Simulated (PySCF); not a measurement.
# SI at other levels of theory

What do other methods print for SI?

Method: each script names its method and basis; program: PySCF 2.14.0.

4 further runs of the same task are left out: 4 that didn't finish.

## Step 1: Where the work starts

SI: 2 atoms, charge 0, spin multiplicity 2.

Bond lengths: S1–I2 2.295 Å.

## Step 2: Base script

File input.py:

```python
from pyscf import gto, scf, mcscf, mrpt

mol = gto.M(
    atom='S 0 0 0; I 0 0 2.295',
    basis='x2c-svpall',
    charge=0,
    spin=1,
    verbose=4,
)
mf = scf.ROHF(mol)
mf = mf.sfx2c1e()
mf.kernel()
mc = mcscf.CASSCF(mf, 6, 7)
mc.kernel()
mc.analyze()
mrpt.NEVPT(mc).kernel()
mf.dip_moment()
print('orbital energies (hartree):', mf.mo_energy[..., max(0, mol.nelec[1]-3):mol.nelec[0]+3].round(4))
```

Started as:

```bash
$ OMP_NUM_THREADS=1 python input.py
```

## Step 3: Population analysis

Run 1 changes step after the SCF: nevpt2 → analyze.

File input.py:

```python
from pyscf import gto, scf

mol = gto.M(
    atom='S 0 0 0; I 0 0 2.295',
    basis='x2c-svpall',
    charge=0,
    spin=1,
    verbose=4,
)
mf = scf.ROHF(mol)
mf = mf.sfx2c1e()
mf.kernel()
mf.analyze()
print('orbital energies (hartree):', mf.mo_energy[..., max(0, mol.nelec[1]-3):mol.nelec[0]+3].round(4))
```

## Step 4: CASSCF

Run 2 changes step after the SCF: nevpt2 → casscf; active space: 7 electrons in 6 orbitals → 5 electrons in 6 orbitals.

input.py: that of step 2 with these lines changed.

```diff
@@ -1,2 +1,2 @@
-from pyscf import gto, scf, mcscf, mrpt
+from pyscf import gto, scf, mcscf
 
@@ -12,6 +12,5 @@
 mf.kernel()
-mc = mcscf.CASSCF(mf, 6, 7)
+mc = mcscf.CASSCF(mf, 6, 5)
 mc.kernel()
 mc.analyze()
-mrpt.NEVPT(mc).kernel()
 mf.dip_moment()
```

## Step 5: Stability test (UHF)

Run 3 changes step after the SCF: nevpt2 → stability; SCF type: ROHF → UHF.

File input.py:

```python
from pyscf import gto, scf

mol = gto.M(
    atom='S 0 0 0; I 0 0 2.295',
    basis='x2c-svpall',
    charge=0,
    spin=1,
    verbose=4,
)
mf = scf.UHF(mol)
mf = mf.sfx2c1e()
mf.kernel()
mf.stability(internal=True, external=True)
mf.dip_moment()
print('orbital energies (hartree):', [e[max(0, n-3):n+3].round(4) for e, n in zip(mf.mo_energy, mol.nelec)])
```

Q: Predict the outcome of this session. Wanted: for each run, E(SCF); from base; gap, α spin; SCF dipole; after the SCF.

**Answer**, as computed:

```csv
run,E(SCF) (hartree),from base (eV),cycles,"gap, α spin (eV)",SCF dipole (D),after the SCF
base,-7510.521575,0,11,n/a,0.55,"NEVPT2 correlation -6.480 eV (from the SCF energy, the CASSCF gain included)"
population analysis,-7510.521575,0.0000,11,n/a,0.55,n/a
CASSCF,-7510.521575,0.0000,11,n/a,0.55,CASSCF correlation -1.049 eV
stability test (UHF),-7510.525950,-0.1191,14,11.00,0.55,unstable: UHF/UKS -> GHF/GKS
```

**Reading.** Total energies from different bases, Hamiltonians or methods carry different errors, so properties are taken as differences within one set-up.
